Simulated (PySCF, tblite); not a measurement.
**C8H9FO: geometry, infrared bands, NMR shifts and electronic excitations**

Aim: predict the infrared bands, NMR shifts and electronic excitations of C8H9FO (`C#C[C@@H]1C[C@@H](F)/C1=C/OC`).

The runs use tblite 0.8.0 and PySCF 2.14.0, with density-fitted response routines of our own; the level of theory stands in each step. All values are computed, except where a source is named. Atoms count from 0, in the outputs and in this text.

## 1. The starting structure

19 atoms, charge 0, multiplicity 1; geometry from: force field or distance geometry start.

Bonds of the start (Å): C0–C1 1.21, C1–C2 1.47, C2–C3 1.53, C3–C4 1.53, C4–F5 1.36, C4–C6 1.51, C6–C7 1.33, C7–O8 1.39, O8–C9 1.42, C6–C2 1.47, C0–H10 1.08, C2–H11 1.09, C3–H12 1.08, C3–H13 1.09, C4–H14 1.09, C7–H15 1.10, C9–H16 1.13, C9–H17 1.09, C9–H18 1.12.

## 2. Optimising the geometry with GFN2-xTB

Job settings and geometry (Å):

```
{"job": {"kind": "relax", "xc": "GFN2-xTB", "basis": "xTB"}, "charge": 0, "multiplicity": 1}
C     -0.621400     2.594500     0.890700
C     -0.628300     1.683900     0.094800
C     -0.610100     0.560100    -0.850800
C     -1.997700    -0.068200    -1.039600
C     -1.626200    -1.174600    -0.049900
F     -1.805900    -2.459000    -0.469100
C     -0.198500    -0.737800    -0.286000
C      0.931200    -1.387800    -0.013000
O      2.189900    -0.869300    -0.279300
C      2.730400    -0.021300     0.719600
H     -0.640600     3.422800     1.576500
H     -0.176100     0.869200    -1.798800
H     -2.224900    -0.447400    -2.022100
H     -2.807300     0.549600    -0.653600
H     -2.019100    -0.912300     0.936200
H      0.904500    -2.387700     0.439500
H      3.746000     0.333900     0.378500
H      2.732600    -0.455700     1.724200
H      2.111800     0.916300     0.694700
```

The run is started by

```bash
OMP_NUM_THREADS=1 python probes_run.py task.json out
```

This one command runs all jobs of the session in turn.

**Question.** This job is followed by: GFN2-xTB harmonic vibrations, gas phase; PBE0-D3(BJ)/def2-SVP geometry optimisation, gas phase; GIAO PBE0/pcSseg-1 NMR shielding, non-relativistic, gas phase; TDDFT CAM-B3LYP/def2-SVPD, vertical, gas phase, core orbitals frozen in the response; GIAO mPW1PW91/pcSseg-1 NMR shielding, non-relativistic, gas phase. Predict these results of the whole session: strongest single infrared mode (GFN2-xTB); zero-point energy (GFN2-xTB); point group; rotational constants (main isotopes); 13C shifts against TMS (PBE0/pcSseg-1); 1H shifts against TMS (PBE0/pcSseg-1, means over atoms taken as alike); 19F shifts against CFCl3 (PBE0/pcSseg-1); 17O shifts against H2O (PBE0/pcSseg-1); surface potential, 1st and 99th percentile; lowest singlet (CAM-B3LYP/def2-SVPD); lowest triplet; vertical ionisation energy (ΔSCF); range of the shift of O8.

**Answer**, as computed:

| quantity | value |
| --- | --- |
| strongest single infrared mode (GFN2-xTB) | 1756 cm⁻¹, 205 km/mol |
| zero-point energy (GFN2-xTB) | 91.5 kcal/mol |
| point group | C1 |
| rotational constants (main isotopes) | 1.46, 1.21, 0.73 GHz |
| 13C shifts against TMS (PBE0/pcSseg-1) | 151.0, 113.5, 91.7, 88.3, 76.6, 56.5, 39.0, 25.8 ppm |
| 1H shifts against TMS (PBE0/pcSseg-1, means over atoms taken as alike) | 6.45, 5.53, 3.92, 3.92, 2.43, 2.28, 2.22 ppm |
| 19F shifts against CFCl3 (PBE0/pcSseg-1) | -181.5 ppm |
| 17O shifts against H2O (PBE0/pcSseg-1) | 113.2 ppm |
| surface potential, 1st and 99th percentile | -1.06 V and 1.42 V |
| lowest singlet (CAM-B3LYP/def2-SVPD) | 6.00 eV (207 nm), f = 0.201 |
| lowest triplet | 3.99 eV |
| vertical ionisation energy (ΔSCF) | 8.65 eV |
| range of the shift of O8 | 112.5 to 113.2 ppm |

In words: Relaxing lowered the energy by 0.681 eV in 160 steps; the close pair that moved most is C2–C6, from 1.474 to 1.524 Å (GFN2-xTB). No mode is imaginary among the 51: a minimum at this level. The strongest single mode, at 1756 cm⁻¹, moves mainly C6 and C7. GFN2-xTB is a fitted tight-binding method: band positions and strengths are rough. Its intensities can rank the bands wrongly. Relaxing lowered the energy by 0.180 eV in 16 steps; the close pair that moved most is C2–C3, from 1.499 to 1.560 Å (PBE0/def2-SVP). The most deshielded carbon is C7 (alkene carbon bearing oxygen), at 151.0 ppm: an sp2 carbon further deshielded by the attached heteroatom. The most deshielded hydrogen is H15 (hydrogen on an alkene carbon bearing oxygen), at 6.45 ppm: a vinylic proton, deshielded by the sp2 carbon and the C=C anisotropy. At PBE0/pcSseg-1: Shielding is most anisotropic at C1 (span 314 ppm, paramagnetic term -170 ppm). The first singlet state (HOMO→LUMO 0.94) lies at 6.00 eV and is bright. The lowest triplet lies 2.00 eV below the lowest singlet (triplets in Tamm-Dancoff, singlets in full TDDFT). The orbital energy would give 8.01 eV for ionisation, ΔSCF gives 8.65 eV. In ppm, O8 moves most: its shift spreads over 0.7 ppm, from 112.5 (mPW1PW91/pcSseg-1) to 113.2 (PBE0/pcSseg-1).
